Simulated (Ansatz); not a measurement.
**BBr3: small, medium and large basis sets**

Aim: see how fast density functionals converge with the basis set for BBr3.

Program: Ansatz 0.2.0, Gaussian basis. Level of theory: one geometry, several basis sets. These are calculated values, not measurements.

Levels to be run: PBE0-D4/def2-SVP; ωB97M-V/def2-SVP; PBE0-D4/def2-QZVPP; ωB97M-V/def2-QZVPP; the functionals' def2-TZVPP values are taken from earlier runs.

## Step 1: Structure used throughout

The geometry comes from an earlier relaxation with PBE0-D4 in a triple-zeta def2 set; it is a stationary point.

SMILES `BrB(Br)Br`, 4 atoms, charge 0, spin multiplicity 1.

Atoms are counted from 1 here; the program's logs count them from 0.

Bond lengths: Br1–B2 1.896 Å, B2–Br3 1.896 Å, B2–Br4 1.896 Å. Angles: Br1–B2–Br3 120.0°, Br1–B2–Br4 120.0°, Br3–B2–Br4 120.0°.

## Step 2: PBE0-D4 in def2-SVP

Input file in.yaml:

```yaml
crystal:
  periodic: [false, false, false]
  atoms:
    - {symbol: Br, position_ang: [-1.527283, -0.956098, 0.573859]}
    - {symbol: B, position_ang: [0.013948, -0.015085, -0.005058]}
    - {symbol: Br, position_ang: [1.717965, -0.463934, 0.695663]}
    - {symbol: Br, position_ang: [-0.149030, 1.374817, -1.284763]}
basis:
  gaussian: {orbitals: def2-SVP}
hamiltonian: {xc: pbe0, dispersion: d4}
output: {orbitals: {seedname: orbitals}}
```

Started as:

```sh
$ ansatz run in.yaml --threads 4 --pin off --events-out ev --progress --plain --max-ram 10444MiB
```

After this run come: ωB97M-V in def2-SVP; PBE0-D4 in def2-QZVPP; ωB97M-V in def2-QZVPP.

Q: Predict the results of all the runs planned. Wanted: PBE0-D4: double and triple zeta above quadruple; ωB97M-V: double and triple zeta above quadruple.

As calculated:

```
                                       quantity           value
PBE0-D4: double and triple zeta above quadruple  30.37, 4.31 eV
ωB97M-V: double and triple zeta above quadruple  30.09, 4.15 eV
```

In words: PBE0-D4 gains 26.06 eV from double to triple zeta, then 4.31 eV more. Total energies overstate the basis error of differences, where much of it tends to cancel.
